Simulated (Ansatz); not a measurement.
# Al₂GaH (triplet): the correlation ladder, cc-pVDZ

The task here is to estimate one member of a computed series from the others.

Program: Ansatz 0.2.0, Gaussian basis. Level of theory: cc-pVDZ, core rule «outside noble gas», up to 24 orbitals frozen. These are calculated values, not measurements.

The runs, in order: UHF; CCSD(T) on ROHF; CCSD(T) on UHF; BCCD(T) on ROHF; CISD; CCSDT(Q) on ROHF; CCSDT(Q) on UHF.

4 further runs of the same task are left out: 4 set aside as unsound or not needed.

## The geometry

The geometry is a PBE0/def2-TZVP stationary point (not a proven minimum) of the parent state, kept for this charge and spin. No spin-orbit coupling is included. The filled d shell of Ga may be among the frozen orbitals whatever the setting's name suggests; the logs give the count.

4 atoms, charge 0, spin multiplicity 3.

Atoms are counted from 1 here; the program's logs count them from 0.

Bond lengths: Al1–Ga2 2.375 Å, Al1–Al3 2.556 Å, Ga2–Al3 2.535 Å, Al3–H4 1.599 Å. Angles: Ga2–Al1–Al3 61.8°, Al1–Ga2–Al3 62.6°, Al1–Al3–Ga2 55.6°, Al1–Al3–H4 152.8°, Ga2–Al3–H4 151.6°.

Set-up of the first run:

in.yaml

```yaml
crystal:
  periodic: [false, false, false]
  atoms:
    - {symbol: Al, position_ang: [0.000000, -1.602364, -0.508840]}
    - {symbol: Ga, position_ang: [0.000000, 0.329041, 0.872612]}
    - {symbol: Al, position_ang: [0.000000, 0.690687, -1.636944]}
    - {symbol: H, position_ang: [0.000000, 1.643692, -2.921396]}
basis:
  gaussian: {orbitals: cc-pVDZ}
magnetization: {spin_polarized: true, initial_magnetization: 2}
hamiltonian: {xc: hf}
output: {orbitals: {seedname: orbitals}}
```

Command:

```bash
ansatz run in.yaml --threads 1 --pin off --events-out ev --progress --plain --max-ram 4096MiB --backend cpu
```

Steps of the session up to this table: UHF; CCSD(T) on ROHF; CCSD(T) on UHF; BCCD(T) on ROHF; CISD; CCSDT(Q) on ROHF; CCSDT(Q) on UHF.

One table of the session follows, with a row left open; its other results are not shown here.

```
   method  from UCCSDT(Q) (kcal/mol)
     ROHF                          ?
      UHF                    +127.84
     RMP2                     +28.27
     UMP2                     +31.12
     CISD                     +21.15
    RCCSD                      +9.08
    UCCSD                      +8.90
 RCCSD(T)                      +1.85
 UCCSD(T)                      +1.86
  BCCD(T)                      +1.86
   RCCSDT                      +0.77
   UCCSDT                      +0.67
RCCSDT(Q)                      +0.10
UCCSDT(Q)                          0
```

**Question.** Estimate the row for ROHF.

**Answer.** from UCCSDT(Q) (kcal/mol): +132.75. In the column «from UCCSDT(Q) (kcal/mol)» it is the highest.

Caveats from the session: Restricted and unrestricted rows rest on different reference determinants; where their highest levels disagree by more than a few hundredths of an eV, they describe different states and don't form one ladder.
